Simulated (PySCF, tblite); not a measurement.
# C5H10BNO: geometry, infrared bands and NMR shifts

Aim: predict the infrared bands and NMR shifts of C5H10BNO (`[BH3-][N+]#CCCCC=O`).

Computed with tblite 0.8.0 and PySCF 2.14.0, with density-fitted response routines of our own, on a single molecule in the gas phase. Atoms count from 0, in the outputs and in this text.

## 1. Starting geometry

18 atoms, charge 0, multiplicity 1; geometry from: force field or distance geometry start.

Bonds of the start (Å): B0–N1 1.49, N1–C2 1.15, C2–C3 1.48, C3–C4 1.52, C4–C5 1.53, C5–C6 1.48, C6–O7 1.23, B0–H8 1.21, B0–H9 1.20, B0–H10 1.18, C3–H11 1.12, C3–H12 1.09, C4–H13 1.10, C4–H14 1.09, C5–H15 1.08, C5–H16 1.12, C6–H17 1.09.

## 2. Geometry optimisation with GFN2-xTB

The job: settings as JSON, then the geometry in Å.

```
{"job": {"kind": "relax", "xc": "GFN2-xTB", "basis": "xTB"}, "charge": 0, "multiplicity": 1}
B      3.197900     0.931300    -0.806000
N      2.027800     0.021500    -0.617900
C      1.135600    -0.691300    -0.453500
C     -0.034000    -1.586300    -0.295200
C     -1.162000    -0.861100     0.414400
C     -1.495500     0.304900    -0.517100
C     -2.595100     1.063600     0.120300
O     -3.086400     0.744100     1.196600
H      2.889400     1.970900    -0.270300
H      3.361700     1.164600    -1.972000
H      4.201100     0.492600    -0.364800
H      0.235500    -2.496300     0.294200
H     -0.412200    -1.864700    -1.281100
H     -2.046700    -1.517300     0.400800
H     -0.928500    -0.540700     1.431700
H     -1.762800    -0.005400    -1.517600
H     -0.571600     0.935900    -0.622800
H     -2.963000     1.940000    -0.416000
```

The run is started by

```sh
OMP_NUM_THREADS=1 python probes_run.py task.json out
```

The driver reads the jobs from task.json and runs them one after another.

**Question.** This job is followed by: GFN2-xTB harmonic vibrations, gas phase; GIAO PBE0/pcSseg-1 NMR shielding, non-relativistic, gas phase. What will the session give for the following? strongest single infrared mode (GFN2-xTB); zero-point energy (GFN2-xTB); ¹³C shifts against TMS (PBE0/pcSseg-1); ¹H shifts against TMS (PBE0/pcSseg-1, means over atoms taken as alike); ¹¹B shifts against BF3·OEt2 (PBE0/pcSseg-1); ¹⁵N shifts against NH3 (PBE0/pcSseg-1); ¹⁷O shifts against H2O (PBE0/pcSseg-1).

**Answer**, as computed:

| quantity | value |
| --- | --- |
| strongest single infrared mode (GFN2-xTB) | 1794 cm⁻¹, 299 km/mol |
| zero-point energy (GFN2-xTB) | 87.8 kcal/mol |
| ¹³C shifts against TMS (PBE0/pcSseg-1) | 204.2, 116.0, 47.8, 22.6, 18.6 ppm |
| ¹H shifts against TMS (PBE0/pcSseg-1, means over atoms taken as alike) | 10.19, 2.63, 2.61, 1.97, 1.86 ppm |
| ¹¹B shifts against BF3·OEt2 (PBE0/pcSseg-1) | -43.8 ppm |
| ¹⁵N shifts against NH3 (PBE0/pcSseg-1) | 239.7 ppm |
| ¹⁷O shifts against H2O (PBE0/pcSseg-1) | 693.2 ppm |

What this shows: Over 45 steps the energy fell by 0.389 eV; of the close pairs, C2–C3 changed most, 1.481 to 1.438 Å. The lowest mode is slightly imaginary (13i cm⁻¹), a soft motion within the noise of the Hessian, so the minimum is not strictly shown. The strongest single mode, at 1794 cm⁻¹, moves mainly C6 and O7. Unscaled tight-binding wavenumbers are off by several per cent, some by more. Its intensities can rank the bands wrongly. C6 (aldehyde carbonyl carbon) lies farthest downfield among carbon, at 204.2 ppm; low-lying n→π* states of the double bond to the heteroatom give a large paramagnetic term (-262 ppm). H17 (hydrogen on an aldehyde carbonyl carbon) lies farthest downfield among hydrogen, at 10.19 ppm; the C=O anisotropy and electron withdrawal place aldehyde protons far downfield. At PBE0/pcSseg-1: Shielding is most anisotropic at O7 (span 1385 ppm, paramagnetic term -757 ppm).
